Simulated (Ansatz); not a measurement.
Wanted: the native input for an Ansatz 0.2.0 run.

```yaml
Task: single point
Functional: PBE
Potentials_or_basis: all-electron LAPW, scalar-relativistic
Cutoff: 249 eV (chosen from the basis error)
Basis_error_allowed: 0.001 eV/atom
k_mesh: 9 × 9 × 1
Occupations: fermi-dirac, width 0.05 eV
Spin: no spin polarisation
```

The system is Sb, a sheet with vacuum.

```
Sb
1.0
     3.13334    0.00000    0.00000
     0.00000    3.13334    0.00000
     0.00000    0.00000   31.36000
Sb
2
Direct
  0.00000 0.00000 0.24201
  0.00000 0.00000 0.33197
```

The cell was built by a generator and needn't be a form met in nature.

These files were run (other wordings do the same):

input.yaml

```yaml
crystal:
  lattice:
    - [3.13334, 0.0, 0.0]
    - [0.0, 3.13334, 0.0]
    - [0.0, 0.0, 31.36]
  atoms:
    - { symbol: Sb, position: [0.0, 0.0, 0.24201] }
    - { symbol: Sb, position: [0.0, 0.0, 0.33197] }
kpoints:
  mp_grid: { grid: [9, 9, 1] }
scf:
  occupations: { method: fermi_dirac, width: 0.05 }
hamiltonian:
  xc: pbe
  pseudopotentials: { kind: all_electron, lapw: { basis_error: 0.001 } }
output:
  forces: true
  stress: true
  eigenvalues: true
  populations: true
```

Potentials or basis: all-electron LAPW, scalar-relativistic.

The run is started by

```bash
$ ansatz run input.yaml --threads 4 --pin off --max-ram 12288MiB --backend cpu --events-out ev --progress --plain --runs-dir out
```

It gave:

The largest force is 0.025 eV/Å. The band gap on the k mesh is none (metal or under the smearing width) and the work function is 3.70 eV.

Run time: 11 s on 4 threads of Intel(R) Xeon(R) Processor @ 2.70GHz (shared host), peak memory 0.69 GiB.
